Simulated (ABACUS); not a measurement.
Crystal: Ba2Tl5V3O12.

```
Ba V Tl O
1.0
     4.23698    2.44622    6.12840
    -4.23698    2.44622    6.12840
     0.00000   -4.89244    6.12840
Ba V Tl O
2 3 5 12
Direct
  0.50000 0.50000 0.50000
  0.00000 0.00000 0.00000
  0.50000 0.50000 0.00000
  0.00000 0.50000 0.50000
  0.50000 0.00000 0.50000
  0.00000 0.00000 0.50000
  0.50000 0.00000 0.00000
  0.00000 0.50000 0.00000
  0.74045 0.74045 0.74045
  0.25955 0.25955 0.25955
  0.71652 0.08089 0.41242
  0.41242 0.71652 0.08089
  0.08089 0.41242 0.71652
  0.58757 0.91911 0.28348
  0.91911 0.28348 0.58757
  0.28348 0.58757 0.91911
  0.28348 0.91911 0.58757
  0.58757 0.28348 0.91911
  0.91911 0.58757 0.28348
  0.41242 0.08089 0.71652
  0.08089 0.71652 0.41242
  0.71652 0.41242 0.08089
```

The cell was built by a generator and needn't be a form met in nature.

Base run:

```yaml
Program: ABACUS 3.10.1
Functional: PBE
Potentials_or_basis: PseudoDojo NC SR 0.4.1 PBE standard
Cutoff: 1361 eV
Density_cutoff: 5442 eV
Basis: DZP LCAO (the cutoffs set its grid)
k_mesh: 3 × 3 × 3
Occupations: fermi-dirac, width 0.05 eV
Spin: collinear spin, ferromagnetic start
Starting_moments: "[0.0, 0.0, 2.0, 2.0, 2.0, 0.0, 0.0, 0.0, 0.0, 0.0, 0.0, 0.0, 0.0, 0.0, 0.0, 0.0, 0.0, 0.0, 0.0, 0.0, 0.0, 0.0] μB"
Fixed_moment: 7 μB
```

Its results: pressure 4.7 GPa; site moments Ba +0.01, +0.05; V +0.90; Tl +0.32, +0.41; O +0.21 μB; largest force 0.448 eV/Å.

Question: The run is repeated on the same cell with these changes: fixed moment from 7 μB to 2 μB. What comes out?

Answer: Pressure 1.4 GPa; site moments Ba +0.01; V +0.52; Tl +0.06, +0.07; O +0.01 μB; largest force 0.151 eV/Å.

Caveats: the atomic orbitals were generated for these runs and aren't a published set; this release of the barium file is off; the basis of atomic orbitals isn't converged, which shifts pressures, moduli and gaps; the total moment is fixed, so each spin has its own Fermi level; the moment is held away from its start (some runs).
